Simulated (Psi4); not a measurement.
**InH3Cl− ([InClH3]-): M06-2X/def2-SVPD (core potential)**

Aim: the vertical ionisation energy of InH3Cl− ([InClH3]-) at M06-2X/def2-SVPD (core potential), from 2 runs. 

The results are computed with Psi4 1.11.

## Step 1: The molecule

The species is InH3Cl− (5 atoms), meant as a singlet with charge -1. As SMILES, `[H][In-]([H])([H])[Cl]`. The shape comes from GFN2-xTB, which is rough for such elements, and wasn't checked as a minimum.

Bond lengths: In1–Cl2 2.339 Å, In1–H3 1.697 Å, In1–H4 1.696 Å, In1–H5 1.697 Å. Angles: Cl2–In1–H3 106.6°, Cl2–In1–H4 106.7°, Cl2–In1–H5 106.7°, H3–In1–H4 111.9°, H3–In1–H5 112.2°, H4–In1–H5 112.2°.

## Step 2: Energy and forces at M06-2X/def2-SVPD (core potential)

clh3in.xyz reads:

```xyz
5
ClH3In
In    -0.002150     0.000620    -0.175700
Cl     0.012800    -0.020350     2.163640
H      1.620790     0.013380    -0.670930
H     -0.818090     1.410990    -0.645940
H     -0.813350    -1.404640    -0.671060
```

job.py reads:

```python
import psi4

psi4.set_memory(1600000000)
psi4.set_num_threads(1)
psi4.core.set_output_file('output.dat', False)

with open('clh3in.xyz') as f:
    atoms = ''.join(f.readlines()[2:])
geom = psi4.geometry('-1 1\n' + atoms + 'symmetry c1')

options = {'basis': 'def2-SVPD', 'reference': 'rks', 'puream': True, 'e_convergence': 1e-09, 'd_convergence': 1e-08, 'scf_type': 'pk', 'dft_radial_points': 99, 'dft_spherical_points': 590}
psi4.set_options(options)

e_tot, wfn = psi4.gradient("M06-2X", return_wfn=True)
print('gradient / Eh bohr^-1')
print(e_tot.np.round(6))
print(f'energy = {wfn.energy():.10f} Eh')
```

Started as:

```bash
python job.py
```

output.dat:

```text
[...]
    !!!  WARNING: ECP capability is in beta. Please check occupations closely.  !!!
[...]
  Running in c1 symmetry.
[...]
  Nuclear repulsion =  109.245162222774425
[...]
  Multiplicity = 1
[...]
  Nalpha       = 21
  Nbeta        = 21
[...]
    Number of basis functions: 83
[...]
   @RKS iter   1:  -651.81355767409423   -8.86321e-01   5.73814e-03 ADIIS/DIIS
[...]
   @RKS iter  10:  -651.97780439156793   -4.77485e-12   3.34597e-09 DIIS
[...]
    Orbital Energies [Eh]
    ---------------------
    Doubly Occupied:
       1A   -102.421918     2A     -9.589678     3A     -7.314404
       4A     -7.311807     5A     -7.311807     6A     -4.675250
       7A     -3.054906     8A     -3.050316     9A     -3.050300
      10A     -0.716536    11A     -0.677777    12A     -0.677734
      13A     -0.669516    14A     -0.669482    15A     -0.651950
      16A     -0.308156    17A     -0.196199    18A     -0.196137
      19A     -0.194566    20A     -0.136259    21A     -0.135901
[...]
  @RKS Final Energy:  -651.97780439156793
   => Energetics <=
    Nuclear Repulsion Energy =            109.2451622227744252
    One-Electron Energy =               -1198.4565325358357768
    Two-Electron Energy =                 459.3887327136821455
    DFT Exchange-Correlation Energy =     -22.1551667921888829
    Empirical Dispersion Energy =           0.0000000000000000
    VV10 Nonlocal Energy =                  0.0000000000000000
    Total Energy =                       -651.9778043915679291
[...]
 Multipole Moments:
 ------------------------------------------------------------------------------------
     Multipole            Electronic (a.u.)      Nuclear  (a.u.)        Total (a.u.)
 ------------------------------------------------------------------------------------
 L = 1.  Multiply by 2.5417464519 to convert [e a0] to [Debye]
 Dipole X            :         -0.2162930            0.2095658           -0.0067272
 Dipole Y            :          0.2782857           -0.2774338            0.0008519
 Dipole Z            :        -32.1191401           31.6841329           -0.4350072
 Magnitude           :                                                    0.4350600
[...]
  -Total Gradient:
     Atom            X                  Y                   Z
    ------   -----------------  -----------------  -----------------
       1       -0.000031321869    -0.000154757934     0.027708551435
       2       -0.000245623082     0.000426946744    -0.045927200802
       3       -0.023544364569    -0.000056313380     0.006282932555
       4        0.012063502550    -0.020623125281     0.005941430496
       5        0.011754074251     0.020410182818     0.006269334085
[...]
```

The script printed:

```text
gradient / Eh bohr^-1
[[-3.1000e-05 -1.5500e-04  2.7709e-02]
 [-2.4600e-04  4.2700e-04 -4.5927e-02]
 [-2.3544e-02 -5.6000e-05  6.2830e-03]
 [ 1.2064e-02 -2.0623e-02  5.9410e-03]
 [ 1.1754e-02  2.0410e-02  6.2690e-03]]
energy = -651.9778043916 Eh
```

It took 30 s on 1 thread of Intel Xeon Platinum 8375C at 2.90GHz (Ice Lake), shared host; peak memory 1.1 GiB.

## Step 3: Doublet neutral InH3Cl, same level

input.json reads:

```json
{
 "schema_name": "qcschema_input",
 "schema_version": 1,
 "molecule": {
  "schema_name": "qcschema_molecule",
  "schema_version": 2,
  "symbols": ["In", "Cl", "H", "H", "H"],
  "geometry": [-0.00406291, 0.00117163, -0.33202488, 0.02418849, -0.03845593, 4.08868703, 3.06284921, 0.02528454, -1.26787395, -1.54596605, 2.66638466, -1.22064969, -1.53700874, -2.6543849, -1.26811961],
  "molecular_charge": 0,
  "molecular_multiplicity": 2,
  "fix_symmetry": "c1",
  "fix_com": true,
  "fix_orientation": true
 },
 "driver": "gradient",
 "model": {
  "method": "m06-2x",
  "basis": "def2-SVPD"
 },
 "keywords": {
  "reference": "uks",
  "puream": true,
  "e_convergence": 1e-09,
  "d_convergence": 1e-08,
  "scf_type": "pk",
  "dft_radial_points": 99,
  "dft_spherical_points": 590,
  "maxiter": 200,
  "scf_properties": ["QUADRUPOLE", "LOWDIN_CHARGES", "WIBERG_LOWDIN_INDICES"]
 }
}
```

Started as:

```bash
psi4 --qcschema input.json -n 1 --memory 1600MB
```

stdout, cut to the lines that bear on the results:

```text
[...]
    !!!  WARNING: ECP capability is in beta. Please check occupations closely.  !!!
[...]
  Running in c1 symmetry.
[...]
  Nuclear repulsion =  109.245162326326806
[...]
  Multiplicity = 2
[...]
  Nalpha       = 21
  Nbeta        = 20
[...]
    Number of basis functions: 83
[...]
   @UKS iter   1:  -651.70998907946512   -7.82614e-01   4.44066e-03 ADIIS/DIIS
[...]
   @UKS iter  29:  -651.80039852593336   -1.59162e-11   3.87169e-09 DIIS
[...]
   @S^2 Observed:                7.719752530E-01
[...]
  @UKS Final Energy:  -651.80039852593336
   => Energetics <=
    Nuclear Repulsion Energy =            109.2451623263268061
    One-Electron Energy =               -1189.2546639548208987
    Two-Electron Energy =                 450.2209184876078893
    DFT Exchange-Correlation Energy =     -22.0118153850471110
    Empirical Dispersion Energy =           0.0000000000000000
    VV10 Nonlocal Energy =                  0.0000000000000000
    Total Energy =                       -651.8003985259333604
[...]
 Multipole Moments:
 ------------------------------------------------------------------------------------
     Multipole            Electronic (a.u.)      Nuclear  (a.u.)        Total (a.u.)
 ------------------------------------------------------------------------------------
 L = 1.  Multiply by 2.5417464519 to convert [e a0] to [Debye]
 Dipole X            :         -0.0296119            0.3057576            0.2761457
 Dipole Y            :          1.0764414           -0.5918623            0.4845791
 Dipole Z            :        -59.7444762           58.7785138           -0.9659624
 Magnitude           :                                                    1.1154177
 L = 2.  Multiply by 1.3450342976 to convert [e a0^2] to [Debye ang]
 Quadrupole XX       :        -42.4263654           14.1437452          -28.2826201
 Quadrupole XY       :         -1.4906397            0.0192022           -1.4714375
[...]
  -Total Gradient:
     Atom            X                  Y                   Z
    ------   -----------------  -----------------  -----------------
       1        0.019668871773     0.033466295493    -0.001646208203
       2       -0.001993235048    -0.002911763776    -0.022312033776
       3       -0.026453599690    -0.012868779153     0.009911603737
       4        0.002198106458    -0.029486014495     0.009588211090
       5        0.006629297574     0.011888562885     0.004683288830
[...]
```

The result, in JSON:

```text
{
 "driver": "gradient",
 "model": {
  "method": "m06-2x",
  "basis": "def2-SVPD"
 },
 "success": true,
 "return_result": [0.019668871773382068, 0.03346629549334891, -0.0016462082026479398, -0.0019932350480408806, -0.0029117637762343823, -0.022312033776171344, -0.026453599689501263, -0.012868779152982094, 0.009911603737180578, 0.002198106457604411, -0.02948601449509318, 0.009588211089696895, 0.006629297574088776, 0.011888562885437971, 0.004683288829518215],
 "properties": {
  "calcinfo_nbasis": 83,
  "calcinfo_nmo": 83,
  "calcinfo_nalpha": 21,
  "calcinfo_nbeta": 20,
  "calcinfo_natom": 5,
  "nuclear_repulsion_energy": 109.2451623263268,
  "return_energy": -651.8003985259334,
  "return_gradient": [0.019668871773382068, 0.03346629549334891, -0.0016462082026479398, -0.0019932350480408806, -0.0029117637762343823, -0.022312033776171344, -0.026453599689501263, -0.012868779152982094, 0.009911603737180578, 0.002198106457604411, -0.02948601449509318, 0.009588211089696895, 0.006629297574088776, 0.011888562885437971, 0.004683288829518215],
  "scf_one_electron_energy": -1189.254663954821,
  "scf_two_electron_energy": 450.2209184876079,
  "scf_xc_energy": -22.01181538504711,
  "scf_dipole_moment": [0.2761457152046312, 0.484579111543163, -0.9659623896567098],
  "scf_total_energy": -651.8003985259334,
  "scf_total_gradient": [0.019668871773382068, 0.03346629549334891, -0.0016462082026479398, -0.0019932350480408806, -0.0029117637762343823, -0.022312033776171344, -0.026453599689501263, -0.012868779152982094, 0.009911603737180578, 0.002198106457604411, -0.02948601449509318, 0.009588211089696895, 0.006629297574088776, 0.011888562885437971, 0.004683288829518215],
  "scf_iterations": 29
 }
}
```

Wall time 90 s (1 thread of Intel Xeon Platinum 8375C at 2.90GHz (Ice Lake), shared host); peak memory 1.1 GiB.

## Step 4: Summary of results

Level: M06-2X/def2-SVPD (core potential).

```
                                                              quantity          value
                                         singlet InH3Cl−: total energy  -651.97780 Eh
                                          singlet InH3Cl−: HOMO energy       -3.70 eV
                                          singlet InH3Cl−: LUMO energy        3.69 eV
singlet InH3Cl−: HOMO–LUMO gap (to an unbound level, set by the basis)        7.38 eV
                             singlet InH3Cl−: largest force on an atom     2.362 eV/Å
                                  doublet neutral InH3Cl: total energy  -651.80040 Eh
                                 doublet neutral InH3Cl: dipole moment         2.84 D
            doublet neutral InH3Cl: HOMO energy (highest over α and β)       -8.99 eV
             doublet neutral InH3Cl: LUMO energy (lowest over α and β)       -5.97 eV
                                          doublet neutral InH3Cl: ⟨S²⟩          0.772
                      doublet neutral InH3Cl: largest force on an atom     1.998 eV/Å
                   vertical detachment energy (to the doublet neutral)       4.827 eV
```

**Reading.** Removing an electron at fixed nuclei costs 4.83 eV (111 kcal/mol). The largest force (singlet InH3Cl−) is 2.36 eV/Å: the shape isn't a stationary point for this species at this level. −ε(HOMO) before ionisation, 3.70 eV, is 1.13 eV below this ionisation energy.
